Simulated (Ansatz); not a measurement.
This was printed by a script on the Ansatz DFT code, driven from Python, for a geometry optimisation of FGeH₅OSSi, SMILES F[SiH](S)[O][GeH3]. What did the script look like? Use: PBE0, def2-SVP basis, multiplicity 1.

Contents of `fgeh5ossi.xyz`:
```text
10

F    -1.73210    1.14560   -0.51950
Si   -0.18450    0.71930   -0.79410
S     0.26120    0.98180   -2.88370
O     0.09430   -0.92260   -0.37570
Ge   -0.15160   -1.01010    1.39250
H     0.72130    1.58680    0.00090
H     1.63680    0.52280   -2.67340
H     0.04400   -2.45450    1.87200
H    -1.55360   -0.47870    1.87320
H     0.94740   -0.14150    2.11070
```

```console
$ python fgeh5ossi_opt.py
step   1  E = -80044.126189 eV  largest force component 2.1359 eV/A
step   2  E = -80044.512437 eV  largest force component 1.6293 eV/A
step   3  E = -80044.613161 eV  largest force component 0.9248 eV/A
step   4  E = -80044.679503 eV  largest force component 0.4331 eV/A
step   5  E = -80044.703309 eV  largest force component 0.4430 eV/A
step   6  E = -80044.723588 eV  largest force component 0.1187 eV/A
step   7  E = -80044.727216 eV  largest force component 0.1487 eV/A
step   8  E = -80044.728708 eV  largest force component 0.0618 eV/A
step   9  E = -80044.729172 eV  largest force component 0.0479 eV/A
step  10  E = -80044.729541 eV  largest force component 0.0270 eV/A
step  11  E = -80044.729907 eV  largest force component 0.0218 eV/A
step  12  E = -80044.729459 eV  largest force component 0.1847 eV/A
step  13  E = -80044.728956 eV  largest force component 0.2219 eV/A
step  14  E = -80044.730056 eV  largest force component 0.0055 eV/A
step  15  E = -80044.730820 eV  largest force component 0.0628 eV/A
step  16  E = -80044.730783 eV  largest force component 0.1447 eV/A
step  17  E = -80044.731414 eV  largest force component 0.0450 eV/A
step  18  E = -80044.732268 eV  largest force component 0.0698 eV/A
step  19  E = -80044.732465 eV  largest force component 0.2242 eV/A
step  20  E = -80044.734222 eV  largest force component 0.1406 eV/A
step  21  E = -80044.741252 eV  largest force component 0.0599 eV/A
step  22  E = -80044.743196 eV  largest force component 0.3205 eV/A
step  23  E = -80044.745832 eV  largest force component 0.2409 eV/A
step  24  E = -80044.731536 eV  largest force component 1.0887 eV/A
step  25  E = -80044.758337 eV  largest force component 0.0628 eV/A
step  26  E = -80044.762444 eV  largest force component 0.0466 eV/A
step  27  E = -80044.763711 eV  largest force component 0.1443 eV/A
step  28  E = -80044.764104 eV  largest force component 0.1653 eV/A
step  29  E = -80044.751969 eV  largest force component 0.7043 eV/A
step  30  E = -80044.765218 eV  largest force component 0.0079 eV/A
step  31  E = -80044.765301 eV  largest force component 0.0343 eV/A
step  32  E = -80044.765360 eV  largest force component 0.0106 eV/A
step  33  E = -80044.765391 eV  largest force component 0.0101 eV/A
step  34  E = -80044.765405 eV  largest force component 0.0082 eV/A
reference energy    -80044.765434 eV
total energy        -80044.765434 eV
occupied orbitals outside the frozen core (up, down): [42, 42]  frozen: 0  virtual: [79, 79]
pair        before    after (A)
F0-Si1       1.6286   1.6242
Si1-S2       2.1527   2.1235
Si1-O3       1.7172   1.6333
Si1-H5       1.4849   1.4816
S2-H6        1.4653   1.3516
O3-Ge4       1.7874   1.7894
Ge4-H7       1.5344   1.5340
Ge4-H8       1.5745   1.5367
Ge4-H9       1.5742   1.5370
```

The script that was run (others could print the same):

Script `fgeh5ossi_opt.py`:
```python
"""Relax the FGeH5OSSi molecule."""

import itertools

import ansatz as az
from ase.data import atomic_numbers, covalent_radii
import numpy as np


def main() -> None:
    fgeh5ossi = az.Crystal.molecule_from_extxyz("fgeh5ossi.xyz")

    calc = fgeh5ossi.calculation()
    calc = calc.basis(gaussian="def2-SVP")
    calc = calc.functional("pbe0")
    symbols = [site.symbol for site in fgeh5ossi.cartesian_sites]
    start = np.array([site.position_ang for site in fgeh5ossi.cartesian_sites], dtype=float)
    def progress(event):
        if event["event"] == "relax_step":
            row = event["data"]
            print(f"step {row['step']:3d}  E = {row['lagrangian_ev']:.6f} eV  largest force component {row['allowed_force_max_ev_ang']:.4f} eV/A")


    report = calc.relax(force_tolerance=0.01).session().plan().execute(on_event=progress).report
    end = np.array(report["positions_ang"])

    print("reference energy %16.6f eV" % report["reference_energy_ev"])
    print("total energy     %16.6f eV" % report["free_energy_ev"])
    print("occupied orbitals outside the frozen core (up, down):", report["n_occupied"], " frozen:", report["n_frozen"], " virtual:", report["n_virtual"])

    # pairs closer than 1.2 times the sum of covalent radii, before or after
    radius = [covalent_radii[atomic_numbers[s]] for s in symbols]
    span = lambda where, i, j: np.linalg.norm(where[i] - where[j])
    bonded = [(i, j) for i, j in itertools.combinations(range(len(symbols)), 2) if min(span(start, i, j), span(end, i, j)) < 1.2 * (radius[i] + radius[j])]
    print("pair        before    after (A)")
    for i, j in bonded:
        print(f"{symbols[i]}{i}-{symbols[j]}{j}".ljust(10), f"{span(start, i, j):8.4f} {span(end, i, j):8.4f}")


if __name__ == "__main__":
    main()
```

Notes:
- Total energies depend on the basis set; only differences at equal settings carry meaning.
- The end point is the stationary point reached from this start; no frequency run checks that it is a minimum, and the basis set is modest.
- Run time: 4.8 min on 1 thread of Arm Neoverse V2, with other jobs on the host, peak memory 0.39 GiB.
